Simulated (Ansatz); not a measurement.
# SiSb: the cost of one run

Program: Ansatz 0.2.0. Level of theory: DFT PBE, scalar-relativistic, plane waves, PAW. These are calculated values, not measurements.

## Step 1: The structure to begin with

It takes space group P-3m1 (No. 164, trigonal). The conventional cell has a = 3.729 Å, b = 3.729 Å, c = 6.214 Å, α = 90.00°, β = 90.00°, γ = 120.00°. Si (site symmetry 3m) is surrounded by 3 Sb at 2.45 Å and 1 Si at 2.45 Å. Sb (site symmetry 3m) is surrounded by 3 Si at 2.45 Å and 3 Sb at 2.58 Å.

As a file:

```cif
data_structure
_symmetry_space_group_name_H-M 'P-3m1'
_symmetry_Int_Tables_number 164
_cell_length_a 3.7293
_cell_length_b 3.7293
_cell_length_c 6.2138
_cell_angle_alpha 90.000
_cell_angle_beta 90.000
_cell_angle_gamma 120.000
_cell_volume 74.84
loop_
_atom_site_label
_atom_site_type_symbol
_atom_site_symmetry_multiplicity
_atom_site_Wyckoff_symbol
_atom_site_fract_x
_atom_site_fract_y
_atom_site_fract_z
_atom_site_occupancy
Si1 Si 2 c 0.00000 0.00000 0.80256 1
Sb1 Sb 2 d 0.33333 0.66667 0.61461 1
```

A structure generator made this guess: 4-, 6-connected net, elements by coordination (P-3m1, No. 164). Its size is a rough estimate.

## Step 2: A first look at the guess

input.yaml reads:

```yaml
crystal:
  lattice:
    - [3.72926269, 0.0, 0.0]
    - [-1.86463135, 3.22963623, 0.0]
    - [0.0, 0.0, 6.21378122]
  atoms:
    - { symbol: Si, position: [0.0, 0.0, 0.8025568] }
    - { symbol: Si, position: [0.0, 0.0, 0.1974432] }
    - { symbol: Sb, position: [0.33333333, 0.66666667, 0.61460589] }
    - { symbol: Sb, position: [0.66666667, 0.33333333, 0.38539411] }
basis:
  ecutwfc: 420
kpoints:
  mp_grid: { grid: [6, 6, 4] }
hamiltonian:
  xc: pbe
scf:
  occupations: { method: gaussian, width: 0.1 }
  lower_state_search: "off"
output:
  forces: true
  stress: true
  eigenvalues: true
```

Started as:

```sh
$ ansatz run input.yaml --threads 1 --pin off --max-ram 2560MiB --backend cpu --events-out ev --progress --plain --runs-dir out
```

What time and memory should one allow on 1 thread of Arm Neoverse V1, shared host?

About 4.2 s, with a peak of 0.33 GiB.
